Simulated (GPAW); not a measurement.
Runs of GPAW 26.7.0 on CdF2. It takes space group Fm-3m (No. 225, cubic). The conventional cell has a = 5.388 Å, b = 5.388 Å, c = 5.388 Å, α = 90.00°, β = 90.00°, γ = 90.00°. Around Cd (site symmetry m-3m) lie 8 F at 2.33 Å. F (site symmetry -43m) is surrounded by 4 Cd at 2.33 Å. 

```tsv
level	gap on the mesh (eV)	pressure (GPa)	relaxed volume (Å³/atom)
PBEsol+D3(BJ)+ATM	3.04	0.1	12.61
PBEsol	(b)	0.1	12.78
PBEsol+D3	3.03	0.1	12.67
PBEsol+D4	3.04	0.1	(a)
PBEsol+D3(BJ)	3.05	0.2	12.58
```

Alike in all rows: task relaxation of cell and atoms; potentials or basis PAW data sets generated in the run's folder for this functional, pw; no spin polarisation; cell relaxed; k mesh 9 × 9 × 9; cutoff (eV) 800; smearing fermi-dirac 0.05 eV.

Estimate the missing entries.

(a) 12.64; (b) 3.00.

Caveats: later steps reuse the first step's grids; an odd mesh through Γ misses points on the zone boundary, where band edges often lie.

A k mesh can miss the band edges, and the runs leave out spin-orbit coupling on Cd.
